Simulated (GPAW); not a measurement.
Runs of GPAW 26.7.0 on BiTe. Symmetry: Fm-3m, No. 225, cubic system. The conventional cell has a = 6.470 Å, b = 6.470 Å, c = 6.470 Å, α = 90.00°, β = 90.00°, γ = 90.00°. Around Bi (site symmetry m-3m) lie 6 Te at 3.23 Å. Around Te (site symmetry m-3m) lie 6 Bi at 3.23 Å. 

```tsv
task	cell	k mesh	cutoff (eV)	maxiter	optimizer	fmax	max steps	target pressure	gap on the mesh (eV)	pressure (GPa)	relaxed volume (Å³/atom)
relaxation of cell and atoms	relaxed to 2 GPa	7 × 7 × 7	600	150	BFGS	0.02 eV/Å	60	2 GPa	none	2.0	-
relaxation of cell and atoms	relaxed to 10 GPa	7 × 7 × 7	600	150	BFGS	0.02 eV/Å	60	10 GPa	none	9.9	-
relaxation of cell and atoms	relaxed	7 × 7 × 7	600	150	BFGS	0.02 eV/Å	60	-	none	0.0	34.35
single point	as given	6 × 6 × 6	500	120	-	-	-	-	none	0.7	-
relaxation of cell and atoms	relaxed to 30 GPa	7 × 7 × 7	600	150	BFGS	0.02 eV/Å	60	30 GPa	none	30.0	-
relaxation of cell and atoms	relaxed to 20 GPa	7 × 7 × 7	600	150	BFGS	0.02 eV/Å	60	20 GPa	none	20.0	-
relaxation of cell and atoms	relaxed	5 × 5 × 5	600	150	BFGS	0.02 eV/Å	60	-	none	0.0	34.17
band structure	as given	5 × 5 × 5	600	150	-	-	-	-	-	(a)	-
```

Alike in all rows: level PBE; potentials or basis GPAW PAW data sets (gpaw-data 1.2.1), pw; no spin polarisation; smearing fermi-dirac 0.05 eV.

Q: Fill in the values left out.

A: (a) 0.5.

Caveats: spin-orbit coupling is left out, which moves the levels of the heavy elements; later steps reuse the first step's grids (some runs); the volume moved by over 15 % at a fixed basis, so the end points are rough (some runs); the cutoff is short for stress and forces, so pressures can be off by a GPa or more (some runs).

A k mesh can miss the band edges, and the runs leave out spin-orbit coupling on Bi, Te.

A gap of «none» marks a metal or a gap under the smearing width.
